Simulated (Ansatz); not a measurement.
# TiN₄H₈: taking an electron away

An exercise on one series of results from a longer session: the logs are not shown, and one member is left open.

The runs use Ansatz 0.2.0, Gaussian basis; unrestricted cation, the program's frozen cores in correlated methods.

Levels to be run: UKS PBE-D4/def2-TZVPP; UKS r2SCAN-D4/def2-TZVPP; UKS PBE0-D4/def2-TZVPP; UKS B3LYP-D4/def2-TZVPP; UKS wB97X-V/def2-TZVPP; UKS wB97M-V/def2-TZVPP; UKS B2PLYP/def2-TZVPP; UHF-CCSD(T)/def2-TZVPP; UHF-MP2/def2-QZVPP; extrapolation to the limit; then −ε(HOMO) from the neutral's earlier runs with LDA (SPW92), PBE-D4, revPBE-D4, BLYP-D4, r2SCAN-D4, B97M-V, PBE0-D4, B3LYP-D4, r2SCANh-D4, r2SCAN0-D4, HSE06-D4, BHLYP-D4, CAM-B3LYP-D4, LC-ωPBE, ωB97X-V, ωB97M-V.

## Structure used throughout

All runs share one geometry, relaxed beforehand with PBE0-D4 in a triple-zeta def2 set.

13 atoms, charge 0, spin multiplicity 1.

Atoms are counted from 1 here; the program's logs count them from 0.

Bond lengths: N1–Ti2 1.893 Å, N1–H6 1.011 Å, N1–H7 1.009 Å, Ti2–N3 1.893 Å, Ti2–N4 1.893 Å, Ti2–N5 1.893 Å, N3–H8 1.011 Å, N3–H9 1.009 Å, N4–H10 1.009 Å, N4–H11 1.011 Å, N5–H12 1.011 Å, N5–H13 1.009 Å. Angles: Ti2–N1–H6 123.0°, Ti2–N1–H7 126.6°, H6–N1–H7 110.1°, N1–Ti2–N3 110.0°, N1–Ti2–N4 108.3°, N1–Ti2–N5 109.9°, N3–Ti2–N4 110.2°, N3–Ti2–N5 108.3°, N4–Ti2–N5 110.0°, Ti2–N3–H8 122.9°, Ti2–N3–H9 126.7°, H8–N3–H9 110.1°, Ti2–N4–H10 126.7°, Ti2–N4–H11 123.0°, H10–N4–H11 110.1°, Ti2–N5–H12 123.0°, Ti2–N5–H13 126.6°, H12–N5–H13 110.1°.

Set-up of the first run:

File in.yaml:

```yaml
crystal:
  periodic: [false, false, false]
  atoms:
    - {symbol: N, position_ang: [-1.432443, 1.191610, 0.313555]}
    - {symbol: Ti, position_ang: [0.001584, -0.003896, 0.000483]}
    - {symbol: N, position_ang: [-0.289807, -1.625011, 0.934162]}
    - {symbol: N, position_ang: [0.107167, -0.331133, -1.861136]}
    - {symbol: N, position_ang: [1.621304, 0.755790, 0.618682]}
    - {symbol: H, position_ang: [-1.645158, 1.967700, -0.298066]}
    - {symbol: H, position_ang: [-2.142089, 1.107402, 1.026128]}
    - {symbol: H, position_ang: [-0.079717, -1.738803, 1.916300]}
    - {symbol: H, position_ang: [-0.571685, -2.508445, 0.535965]}
    - {symbol: H, position_ang: [0.940965, -0.315733, -2.429429]}
    - {symbol: H, position_ang: [-0.708184, -0.458189, -2.444911]}
    - {symbol: H, position_ang: [2.445544, 0.206195, 0.819444]}
    - {symbol: H, position_ang: [1.772920, 1.717610, 0.883824]}
basis:
  gaussian: {orbitals: def2-TZVPP}
total_charge: 1
magnetization: {spin_polarized: true, initial_magnetization: 1}
hamiltonian: {xc: pbe, dispersion: d4}
```

Command:

```
ansatz run in.yaml --threads 2 --pin off --events-out ev --progress --plain --max-ram 22528MiB --backend cuda --devices 0, --max-vram 18GiB
```

Steps of the session up to this table: Cation, UKS PBE-D4/def2-TZVPP; Cation, UKS r2SCAN-D4/def2-TZVPP; Cation, UKS PBE0-D4/def2-TZVPP; Cation, UKS B3LYP-D4/def2-TZVPP; Cation, UKS wB97X-V/def2-TZVPP; Cation, UKS wB97M-V/def2-TZVPP; Cation, UKS B2PLYP (frozen core)/def2-TZVPP; Cation, UHF-CCSD(T)/def2-TZVPP; Cation, UHF-MP2/def2-QZVPP.

One table of the session follows, with a row left open; its other results are not shown here.

For comparison, −ε(HOMO) of the neutral from earlier runs:

```
  functional  −ε(HOMO) (eV)
 LDA (SPW92)           5.64
      PBE-D4           5.46
   revPBE-D4              ?
     BLYP-D4           5.34
   r2SCAN-D4           5.73
      B97M-V           5.80
     PBE0-D4           6.82
    B3LYP-D4           6.59
  r2SCANh-D4           6.24
  r2SCAN0-D4           7.02
    HSE06-D4           6.41
    BHLYP-D4           8.12
CAM-B3LYP-D4           8.26
     LC-ωPBE           9.66
     ωB97X-V           9.29
     ωB97M-V           9.21
```

Estimate the missing values for revPBE-D4.

As computed: −ε(HOMO) (eV): 5.38. In the column «−ε(HOMO) (eV)» it lies between BLYP-D4 (5.34) and PBE-D4 (5.46).
